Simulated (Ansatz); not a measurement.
# CH₉GeNOSi: up Jacob's ladder to CCSD(T)

The task here is to estimate one member of a computed series from the others.

Method: functionals in def2-TZVPP, the program's frozen cores in correlated methods; program: Ansatz 0.2.0, Gaussian basis.

Plan: PBE-D4, r2SCAN-D4, PBE0-D4, B3LYP-D4, ωB97X-V, ωB97M-V, B2PLYP; CCSD(T)/def2-TZVPP; MP2/def2-QZVPP; extrapolation to the limit.

### The geometry

An earlier PBE0-D4 in a triple-zeta def2 set relaxation fixed the geometry.

SMILES `CO[SiH2][NH][GeH3]`, 14 atoms, charge 0, spin multiplicity 1.

Atoms are counted from 1 here; the program's logs count them from 0.

Bond lengths: C1–O2 1.407 Å, C1–H6 1.092 Å, C1–H7 1.097 Å, C1–H8 1.096 Å, O2–Si3 1.646 Å, Si3–N4 1.702 Å, Si3–H9 1.489 Å, Si3–H10 1.489 Å, N4–Ge5 1.842 Å, N4–H11 1.009 Å, Ge5–H12 1.540 Å, Ge5–H13 1.539 Å, Ge5–H14 1.534 Å. Angles: O2–C1–H6 108.4°, O2–C1–H7 111.7°, O2–C1–H8 111.6°, H6–C1–H7 108.4°, H6–C1–H8 108.3°, H7–C1–H8 108.4°, C1–O2–Si3 122.4°, O2–Si3–N4 110.9°, O2–Si3–H9 109.8°, O2–Si3–H10 107.4°, N4–Si3–H9 108.6°, N4–Si3–H10 109.7°, H9–Si3–H10 110.4°, Si3–N4–Ge5 125.8°, Si3–N4–H11 116.8°, Ge5–N4–H11 115.0°, N4–Ge5–H12 111.3°, N4–Ge5–H13 109.0° and more.

Geometry (Å):

```mol
CH9GeNOSi
  3D, bonds by distance, orders not assigned

 14 13  0  0  0  0  0  0  0  0999 V2000
   -1.6606   -1.9600    0.3901 C   0  0
   -1.1746   -0.6702    0.1088 O   0  0
    0.1457   -0.4138   -0.8409 Si  0  0
    0.6218    1.2195   -0.7912 N   0  0
    1.3818    2.0761    0.6513 Ge  0  0
   -2.4416   -1.8767    1.1481 H   0  0
   -0.8712   -2.6156    0.7781 H   0  0
   -2.0936   -2.4304   -0.5007 H   0  0
   -0.1705   -0.7731   -2.2510 H   0  0
    1.2445   -1.2731   -0.3193 H   0  0
    0.2273    1.8304   -1.4905 H   0  0
    0.3405    2.9107    1.4199 H   0  0
    2.4996    3.0064    0.1484 H   0  0
    1.9507    0.9697    1.5488 H   0  0
  1  2  8  0
  2  3  8  0
  3  4  8  0
  4  5  8  0
  1  6  8  0
  1  7  8  0
  1  8  8  0
  3  9  8  0
  3 10  8  0
  4 11  8  0
  5 12  8  0
  5 13  8  0
  5 14  8  0
M  END
```

Set-up of the first run:

The input, in.yaml:

```yaml
crystal:
  periodic: [false, false, false]
  atoms:
    - {symbol: C, position_ang: [-1.660592, -1.959968, 0.390079]}
    - {symbol: O, position_ang: [-1.174572, -0.670210, 0.108808]}
    - {symbol: Si, position_ang: [0.145744, -0.413817, -0.840877]}
    - {symbol: N, position_ang: [0.621819, 1.219512, -0.791152]}
    - {symbol: Ge, position_ang: [1.381829, 2.076148, 0.651285]}
    - {symbol: H, position_ang: [-2.441621, -1.876692, 1.148072]}
    - {symbol: H, position_ang: [-0.871179, -2.615610, 0.778128]}
    - {symbol: H, position_ang: [-2.093559, -2.430440, -0.500658]}
    - {symbol: H, position_ang: [-0.170453, -0.773064, -2.250968]}
    - {symbol: H, position_ang: [1.244478, -1.273080, -0.319280]}
    - {symbol: H, position_ang: [0.227338, 1.830443, -1.490536]}
    - {symbol: H, position_ang: [0.340521, 2.910667, 1.419867]}
    - {symbol: H, position_ang: [2.499565, 3.006419, 0.148417]}
    - {symbol: H, position_ang: [1.950675, 0.969701, 1.548814]}
basis:
  gaussian: {orbitals: def2-TZVPP}
hamiltonian: {xc: pbe, dispersion: d4}
output: {forces: true, orbitals: {seedname: orbitals}}
```

Launch:

```console
$ ansatz run in.yaml --threads 2 --pin off --events-out ev --progress --plain --max-ram 32768MiB --backend cuda --devices 0, --max-vram 18GiB
```

Among the steps run: PBE-D4 (GGA); r2SCAN-D4 (meta-GGA); PBE0-D4 (hybrid); B3LYP-D4 (hybrid); ωB97X-V (range-separated); ωB97M-V (range-separated); B2PLYP (double hybrid); CCSD(T) in def2-TZVPP; MP2 in def2-QZVPP.

One of the session's tables, all rows but one given; the rest of the session is left out.

It belongs to the step «Atomisation energies». 

| method | atomisation energy (kJ/mol) |
| --- | --- |
| PBE-D4 | 4732.9 |
| r2SCAN-D4 | 4706.9 |
| PBE0-D4 | ? |
| B3LYP-D4 | 4714.6 |
| ωB97X-V | 4748.0 |
| ωB97M-V | 4721.9 |
| B2PLYP | 4663.4 |
| HF/def2-TZVPP | 3406.8 |
| MP2/def2-TZVPP | 4639.7 |
| CCSD/def2-TZVPP | 4556.2 |
| CCSD(T)/def2-TZVPP | 4614.5 |
| MP2/CBS | 4760.3 |
| CCSD(T)/CBS | 4735.1 |

Estimate the missing values for PBE0-D4.

The run gave: atomisation energy (kJ/mol): 4672.9. In the column «atomisation energy (kJ/mol)» it lies between B2PLYP (4663.4) and r2SCAN-D4 (4706.9).
